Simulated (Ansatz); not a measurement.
What does this script print? It uses the Ansatz DFT code, driven from Python.

`bde.py`
```python
"""Cost of removing each kind of hydrogen from CH8InN, fragments frozen."""

import ansatz as az


def single_point(molecule, charge=0, unpaired=0):
    calc = molecule.calculation().basis(gaussian="def2-SVPD").correlation("mp2")
    if charge:
        calc = calc.charge(charge)
    if unpaired:
        calc = calc.spin("collinear", total=unpaired)
    return calc.run(threads=1, backend="cpu").report["free_energy_ev"]

def without(molecule, index):
    rest = az.Crystal.molecule()
    for i, site in enumerate(molecule.cartesian_sites):
        if i != index:
            rest = rest.atom(site.symbol, site.position_ang)
    return rest

geometry_ang = [
    ("C", (1.2132, -0.8747, 0.1242)),
    ("N", (0.4982, 0.4148, 0.4756)),
    ("In", (-1.4454, 0.5135, -0.4138)),
    ("H", (1.355, -0.8844, -0.9946)),
    ("H", (2.1749, -0.8786, 0.5605)),
    ("H", (0.5718, -1.6828, 0.47)),
    ("H", (1.1101, 1.2234, 0.1497)),
    ("H", (0.4568, 0.4845, 1.5108)),
    ("H", (-1.2461, 0.4429, -2.1558)),
    ("H", (-2.402, -0.881, 0.2064)),
    ("H", (-2.221, 2.0654, 0.0877)),
]
ch8inn = az.Crystal.molecule()
for symbol, xyz in geometry_ang:
    ch8inn = ch8inn.atom(symbol, xyz)

whole = single_point(ch8inn, 0)
hydrogen = single_point(az.Crystal.molecule().atom("H", (0, 0, 0)), 0, 1)
print(f"E(molecule) = {whole:.5f} eV, E(H) = {hydrogen:.5f} eV")
for index in [5, 7, 10]:
    radical = single_point(without(ch8inn, index), 0, 1)
    print(f"H{index}: homolysis {96.485332 * (radical + hydrogen - whole):.1f} kJ/mol")
    anion = single_point(without(ch8inn, index), -1)
    print(f"H{index}: loss of a proton {96.485332 * (anion - whole):.1f} kJ/mol")
```

Running `python bde.py` prints:
```text
E(molecule) = -7796.87303 eV, E(H) = -13.58606 eV
H5: homolysis 488.1 kJ/mol
H5: loss of a proton 1652.5 kJ/mol
H7: homolysis 492.4 kJ/mol
H7: loss of a proton 1477.7 kJ/mol
H10: homolysis 299.1 kJ/mol
H10: loss of a proton 1650.5 kJ/mol
```

The settings weren't tested for convergence. The geometry is a force-field or estimated start, not a minimum of this method, and the basis set is short of its limit. All parts are taken at fixed geometry, without zero-point energy. def2 sets replace the cores of elements past krypton by effective core potentials. The spin-orbit lowering of heavy atoms is left out. Run time: 62 s on 1 thread of Arm Neoverse N1 (shared host), peak memory 0.41 GiB.
